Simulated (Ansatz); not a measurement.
# GeH3F + H2S: a complex and its separated parts

The complex below is one end of an elementary step. How strongly is it bound against its free parts?

Program: Ansatz 0.2.0, Gaussian basis. Level of theory: PBE0-D4/def2-TZVP structures, single points in def2-TZVPP, no counterpoise correction. These are calculated values, not measurements.

Levels: SPW92, PBE-D4, BLYP-D4, r2SCAN-D4, B97M-V, PBE0-D4, B3LYP-D4, r2SCAN0-D4, BHLYP-D4, CAM-B3LYP-D4, wB97X-V, wB97M-V, B2PLYP, PBE-QIDH, RPA on PBE, Hartree-Fock, MP2, CCSD, CCSD(T).

Cores are frozen in the correlated methods. Filled d shells of the heavier atoms are correlated. B3LYP uses VWN-RPA correlation. B2PLYP carries no dispersion term here.

21 further runs of the same task are left out: 21 set aside as unsound or not needed.

## (1) Where the work starts

The complex: 8 atoms, charge 0, spin multiplicity 1.

Atoms are counted from 1 here; the program's logs count them from 0.

Bond lengths: Ge1–F2 1.751 Å, Ge1–H3 1.534 Å, Ge1–H4 1.531 Å, Ge1–H5 1.531 Å, H6–S7 1.344 Å, S7–H8 1.341 Å. Angles: F2–Ge1–H3 104.9°, F2–Ge1–H4 106.3°, F2–Ge1–H5 106.4°, H3–Ge1–H4 112.5°, H3–Ge1–H5 112.7°, H4–Ge1–H5 113.3°, H6–S7–H8 92.4°.

As a file:

```xyz
8
charge 0, multiplicity 1
Ge   -0.49128    0.02073   -1.30538
F     1.07451   -0.60696   -0.83522
H    -0.47986    0.00301   -2.83955
H    -0.57424    1.43963   -0.73593
H    -1.53330   -0.93050   -0.71198
H     1.02907   -0.64314    1.46509
S     0.20495   -0.24878    2.45039
H     0.77026    0.96612    2.51248
```

Its parts: GeH3F holds atoms 1, 2, 3, 4, 5; H2S holds atoms 6, 7, 8. Each part counts its atoms afresh in its own runs.

## (2) Relaxing GeH3F alone

File relax-a/in.yaml:

```yaml
crystal:
  periodic: [false, false, false]
  atoms:
    - {symbol: Ge, position_ang: [-0.491283, 0.020725, -1.305376]}
    - {symbol: F, position_ang: [1.074509, -0.606961, -0.835220]}
    - {symbol: H, position_ang: [-0.479857, 0.003009, -2.839553]}
    - {symbol: H, position_ang: [-0.574241, 1.439626, -0.735926]}
    - {symbol: H, position_ang: [-1.533304, -0.930503, -0.711982]}
basis:
  gaussian: {orbitals: def2-TZVP}
hamiltonian: {xc: pbe0, dispersion: d4}
relax: {f_tol: 0.005, max_steps: 200}
```

No record of the launch command was kept for these runs.

The runs that follow: Relaxing H2S alone; wB97M-V/def2-TZVPP; CCSD(T)/def2-TZVPP; Vibrations of GeH3F; Vibrations of H2S.

**Question.** What will these runs give? Wanted: complex less parts, CCSD(T)/def2-TZVPP; with zero-point energy; largest T1 diagnostic.

**Answer**, as computed:

| quantity | value |
| --- | --- |
| complex less parts, CCSD(T)/def2-TZVPP | -2.78 kcal/mol |
| with zero-point energy | -1.77 kcal/mol |
| largest T1 diagnostic | 0.012 |

At CCSD(T) the complex lies 2.78 kcal/mol below its parts. PBE-QIDH is the best functional here (+0.25 kcal/mol from CCSD(T)); SPW92 is the worst (-2.24 kcal/mol). By rung, the mean size of the error is: LDA 2.24, GGA 0.73, meta-GGA 0.42, hybrid 0.55, range-separated hybrid 0.47, double hybrid 0.46 kcal/mol. PBE-D4 gives a relative energy 0.85 kcal/mol too low, an error of 30 % of the reference. No counterpoise was applied, and triple zeta lacks some correlation, so the CCSD(T) reference has a basis error of its own, and close matches with it are partly luck.
